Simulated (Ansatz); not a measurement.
# NaLi4Hg: the cost of one run

Method: DFT r2SCAN, scalar-relativistic, plane waves, PAW, in Ansatz 0.2.0.

## Step 1: The starting structure

Symmetry: F-43m, No. 216, cubic system. Conventional cell: a = 7.061 Å, b = 7.061 Å, c = 7.061 Å, α = 90.00°, β = 90.00°, γ = 90.00°. Na (site symmetry -43m) is surrounded by 12 Li at 2.93 Å and 4 Hg at 3.06 Å. Li (site symmetry 3m) has 6 Li at 2.48 to 2.51 Å as nearest neighbours. Hg (site symmetry -43m) is surrounded by 12 Li at 2.93 Å and 4 Na at 3.06 Å.

As a file:

```xyz
6
Lattice="0.0000 3.5305 3.5305 3.5305 0.0000 3.5305 3.5305 3.5305 0.0000" Properties=species:S:1:pos:R:3 pbc="T T T"
Na    1.7652    1.7652    1.7652
Li    2.6424    4.4185    2.6424
Li    2.6424    2.6424    4.4185
Li    4.4185    4.4185    4.4185
Li    4.4185    2.6424    2.6424
Hg    0.0000    0.0000    0.0000
```

This is candidate A: HoCdCu4 type (F-43m, No. 216).

(A quick probe on a coarse mesh, which set the mesh and smearing, is not shown.)

## Step 3: Coarse relaxation (candidate A)

The input, input.yaml:

```yaml
crystal:
  lattice:
    - [0.0, 3.530468195, 3.530468195]
    - [3.530468195, 0.0, 3.530468195]
    - [3.530468195, 3.530468195, 0.0]
  atoms:
    - { symbol: Na, position: [0.25, 0.25, 0.25] }
    - { symbol: Li, position: [0.62577, 0.12269, 0.62577] }
    - { symbol: Li, position: [0.62577, 0.62577, 0.12269] }
    - { symbol: Li, position: [0.62577, 0.62577, 0.62577] }
    - { symbol: Li, position: [0.12269, 0.62577, 0.62577] }
    - { symbol: Hg, position: [0.0, 0.0, 0.0] }
basis:
  ecutwfc: 500
kpoints:
  mp_grid: { grid: [4, 4, 4] }
hamiltonian:
  xc: r2scan
scf:
  occupations: { method: gaussian, width: 0.1 }
  lower_state_search: "off"
output:
  forces: true
  stress: true
  eigenvalues: true
relax:
  adjacent_minimum: "off"
  f_tol: 0.04
  max_steps: 70
  cell: { stress_tol: 0.4 }
```

Started as:

```
> ansatz run input.yaml --threads 1 --pin off --max-ram 2560MiB --backend cpu --events-out ev --progress --plain --runs-dir out
```

Q: Estimate wall time and peak memory on 1 thread of Intel Xeon 6975P-C (Granite Rapids), shared host.

About 20 s, with a peak of 0.75 GiB.
